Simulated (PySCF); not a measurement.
# C8H11S: the cost of one run

Computed with PySCF 2.14.0. Level: levels as typed in each script, gas phase, geometry from GFN2-xTB.

### 1 The system as given

SMILES `c1ccc([S+](C)C)cc1`, 20 atoms, charge 1, spin multiplicity 1.

Bond lengths: C1–C2 1.387 Å, C1–C9 1.386 Å, C1–H10 1.078 Å, C2–C3 1.385 Å, C2–H11 1.079 Å, C3–C4 1.386 Å, C3–H12 1.079 Å, C4–S5 1.805 Å, C4–C8 1.387 Å, S5–C6 1.813 Å, S5–C7 1.812 Å, C6–H13 1.085 Å, C6–H14 1.086 Å, C6–H15 1.086 Å, C7–H16 1.086 Å, C7–H17 1.085 Å, C7–H18 1.086 Å, C8–C9 1.385 Å and more. Angles: C2–C1–C9 120.3°, C2–C1–H10 119.8°, C9–C1–H10 120.0°, C1–C2–C3 120.4°, C1–C2–H11 120.3°, C3–C2–H11 119.4°, C2–C3–C4 118.8°, C2–C3–H12 119.3°, C4–C3–H12 121.9°, C3–C4–S5 122.5°, C3–C4–C8 121.4°, S5–C4–C8 116.1°, C4–S5–C6 102.0°, C4–S5–C7 102.0°, C6–S5–C7 100.1°, S5–C6–H13 111.1°, S5–C6–H14 107.8°, S5–C6–H15 107.9° and more.

Geometry (Å):

```
atom    x (Å)    y (Å)    z (Å)
  C1  -2.8962   0.2709   0.0001
  C2  -2.0082   1.3360   0.0000
  C3  -0.6425   1.1084   0.0004
  C4  -0.1834  -0.1992   0.0004
  S5   1.5745  -0.6086   0.0002
  C6   2.1907   0.3779  -1.3903
  C7   2.1912   0.3778   1.3896
  C8  -1.0607  -1.2741  -0.0002
  C9  -2.4243  -1.0321   0.0000
 H10  -3.9581   0.4593  -0.0002
 H11  -2.3757   2.3499  -0.0010
 H12   0.0337   1.9496   0.0012
 H13   1.8952   1.4174  -1.2940
 H14   1.7816  -0.0433  -2.3045
 H15   3.2734   0.2910  -1.4085
 H16   3.2740   0.2908   1.4073
 H17   1.8957   1.4173   1.2935
 H18   1.7826  -0.0435   2.3039
 H19  -0.6806  -2.2835  -0.0009
 H20  -3.1132  -1.8615  -0.0001
```

### 2 Removing and adding an electron (TPSSh/6-31g*)

input.py

```python
import numpy as np
from pyscf import gto, scf, dft
from pyscf.scf import atom_ks, atom_hf
from scipy.linalg import block_diag

def solve(mol, dm0=None, hcore=None):
    mf = (dft.UKS if mol.spin else dft.RKS)(mol, xc='tpssh')
    mf.grids.level = 3
    mf = mf.density_fit(auxbasis='def2-universal-jkfit')
    mf.conv_tol, mf.max_cycle = 1e-8, 80
    if hcore is not None:
        mf.get_hcore = lambda *args: hcore
    mf.kernel(dm0)
    if not mf.converged:
        mf = mf.newton().run(mf.mo_coeff, mf.mo_occ, max_cycle=30)
    assert mf.converged, 'SCF not converged'
    return mf

mol = gto.M(atom='''
C     -2.89616     0.27094     0.00010
C     -2.00817     1.33597     0.00003
C     -0.64248     1.10844     0.00036
C     -0.18342    -0.19917     0.00036
S      1.57446    -0.60861     0.00019
C      2.19065     0.37786    -1.39028
C      2.19121     0.37776     1.38962
C     -1.06068    -1.27406    -0.00020
C     -2.42426    -1.03207     0.00001
H     -3.95805     0.45931    -0.00017
H     -2.37572     2.34994    -0.00101
H      0.03366     1.94964     0.00121
H      1.89516     1.41742    -1.29398
H      1.78162    -0.04330    -2.30445
H      3.27345     0.29096    -1.40846
H      3.27402     0.29085     1.40734
H      1.89568     1.41732     1.29351
H      1.78255    -0.04347     2.30391
H     -0.68057    -2.28351    -0.00089
H     -3.11323    -1.86148    -0.00009
''', basis='6-31g*', charge=1, spin=0, verbose=4)
mf = solve(mol)
out = dict(e0=mf.e_tot, dm0=mf.make_rdm1(), c=mf.mo_coeff, occ=mf.mo_occ, eps=mf.mo_energy)
for name, dq, spin in [('cation', 1, 1), ('anion', -1, 1)]:
    ion = mol.copy().set(charge=mol.charge + dq, spin=spin).build()
    mi = solve(ion)
    if spin and dq > 0 and mol.nao < 130:
        c, _, stable, _ = mi.stability(return_status=True)
        if not stable:
            mi = solve(ion, mi.make_rdm1(c, mi.mo_occ))
    print(name, 'vertical energy change / eV', (mi.e_tot - mf.e_tot) * 27.211386)
    out.update({'e_' + name: mi.e_tot, 'dm_' + name: mi.make_rdm1(), 's2_' + name: mi.spin_square()[0], 'eps_' + name: mi.mo_energy, 'occ_' + name: mi.mo_occ})
# spherically averaged free atoms, for the promolecule
atm = atom_ks.get_atm_nrks(mol, xc='tpssh')
pro = block_diag(*[(atm[a[0]][2] * atm[a[0]][3]) @ atm[a[0]][2].T for a in mol._atom])
np.savez('result.npz', pro=pro, **out)
```

The run is started by

```sh
OMP_NUM_THREADS=1 python input.py
```

**Question.** How long does this run take on 1 thread of Intel Xeon Platinum 8259CL at 2.50GHz (Skylake/Cascade Lake), shared host, and how much memory does it need?

About 11 min, with a peak of 0.97 GiB.
